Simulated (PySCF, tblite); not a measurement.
# C₄H₅FO₂Si: geometry, infrared bands and NMR shifts

What infrared bands and NMR shifts should C₄H₅FO₂Si (`C#CC(=O)O[Si@H](C)F`) show?

Computed with tblite 0.8.0 and PySCF 2.14.0, with density-fitted response routines of our own, on a single molecule in the gas phase. Atoms count from 0, in the outputs and in this text.

## 1. The molecule as given

13 atoms, charge 0, multiplicity 1; geometry from: force field or distance geometry start.

Bonds of the start (Å): C0–C1 1.23, C1–C2 1.41, C2–O3 1.27, C2–O4 1.39, O4–Si5 1.72, Si5–C6 1.86, Si5–F7 1.70, C0–H8 1.08, Si5–H9 1.48, C6–H10 1.12, C6–H11 1.11, C6–H12 1.09.

## 2. Relaxing the molecule with GFN2-xTB

Job settings and geometry (Å):

```
{"job": {"kind": "relax", "xc": "GFN2-xTB", "basis": "xTB"}, "charge": 0, "multiplicity": 1}
C      3.678600    -1.000500     0.339200
C      2.500400    -0.729400     0.111200
C      1.139500    -0.428300    -0.128600
O      0.451300    -1.293500    -0.753700
O      0.583100     0.774300     0.286700
Si    -1.056900     1.210100     0.007400
C     -2.107900    -0.155100    -0.688300
F     -1.126200     2.498600    -1.094100
H      4.709700    -1.233000     0.538400
H     -1.678800     1.611700     1.286900
H     -3.179300     0.112300    -0.528400
H     -1.920100    -1.065100    -0.076200
H     -1.997800    -0.301600    -1.763300
```

Launch:

```bash
OMP_NUM_THREADS=1 python probes_run.py task.json out
```

The driver reads the jobs from task.json and runs them one after another.

**Question.** This job is followed by: GFN2-xTB harmonic vibrations, gas phase; GIAO PBE0/pcSseg-1 NMR shielding, non-relativistic, gas phase. Predict these results of the whole session: strongest single infrared mode (GFN2-xTB); zero-point energy (GFN2-xTB); 13C shifts against TMS (PBE0/pcSseg-1); 1H shifts against TMS (PBE0/pcSseg-1, means over atoms taken as alike); 17O shifts against H2O (PBE0/pcSseg-1); 29Si shifts against TMS (PBE0/pcSseg-1); 19F shifts against CFCl3 (PBE0/pcSseg-1).

The runs gave:

| quantity | value |
| --- | --- |
| strongest single infrared mode (GFN2-xTB) | 1204 cm⁻¹, 717 km/mol |
| zero-point energy (GFN2-xTB) | 50.1 kcal/mol |
| 13C shifts against TMS (PBE0/pcSseg-1) | 156.3, 83.7, 79.4, 0.1 ppm |
| 1H shifts against TMS (PBE0/pcSseg-1, means over atoms taken as alike) | 5.36, 2.38, 0.59 ppm |
| 17O shifts against H2O (PBE0/pcSseg-1) | 475.8, 234.8 ppm |
| 29Si shifts against TMS (PBE0/pcSseg-1) | -1.2 ppm |
| 19F shifts against CFCl3 (PBE0/pcSseg-1) | -176.2 ppm |

The optimisation took 145 steps and gained 0.857 eV; among the close pairs (by a distance rule), Si5–F7 changed most, from 1.697 to 1.605 Å. All 33 modes are real, so the xTB geometry is a minimum. The strongest single mode, at 1204 cm⁻¹, moves mainly C2 and O4. Unscaled tight-binding wavenumbers are off by several per cent, some by more. Its intensities can rank the bands wrongly. At PBE0/pcSseg-1: The widest tensor belongs to O3: span 646 ppm, with a paramagnetic part of -544 ppm.
